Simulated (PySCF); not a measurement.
# C7H9P: the cost of one run

Computed with PySCF 2.14.0 and routines of our own; the level stands in each step. Atoms count from 0.

### 1 The system as given

17 atoms, charge 0, multiplicity 1; geometry from: GFN2-xTB.

### 2 Magnetic properties: GIAO CAM-B3LYP/pcSseg-1

Job settings and geometry (Å):

```
{"job": {"kind": "mag", "xc": "CAM-B3LYP", "basis": "pcSseg-1", "isotopologues": 2}, "charge": 0, "multiplicity": 1}
C     -0.621613     1.767776     0.315917
C      0.226950     0.559574     0.055440
C      1.601887     0.719824    -0.067264
C      2.497979    -0.299195    -0.305761
P      2.075348    -1.966520    -0.498131
C      0.359412    -1.847141    -0.299094
C     -0.374380    -0.700107    -0.059925
C     -1.864587    -0.817041     0.078660
H     -1.353328     1.904932    -0.480260
H     -0.008132     2.663258     0.377170
H     -1.169217     1.661064     1.252342
H      1.997345     1.724233     0.032184
H      3.549447    -0.050667    -0.380247
H     -0.183344    -2.782862    -0.373904
H     -2.366922    -0.217451    -0.679967
H     -2.184605    -1.850109    -0.031860
H     -2.189237    -0.457536     1.054790
```

With the program's defaults for keys left out, this is: GIAO CAM-B3LYP/pcSseg-1 magnetisability, rotational g tensor and spin-rotation constants, non-relativistic, gas phase.

On the command line:

```console
$ OMP_NUM_THREADS=1 python excited_run.py task.json out
```

The driver reads the jobs from task.json and runs them one after another.

Q: Estimate the wall time and peak memory of this first job on 1 thread of Arm Neoverse N1, shared host.

About 84 s, with a peak of 0.96 GiB.
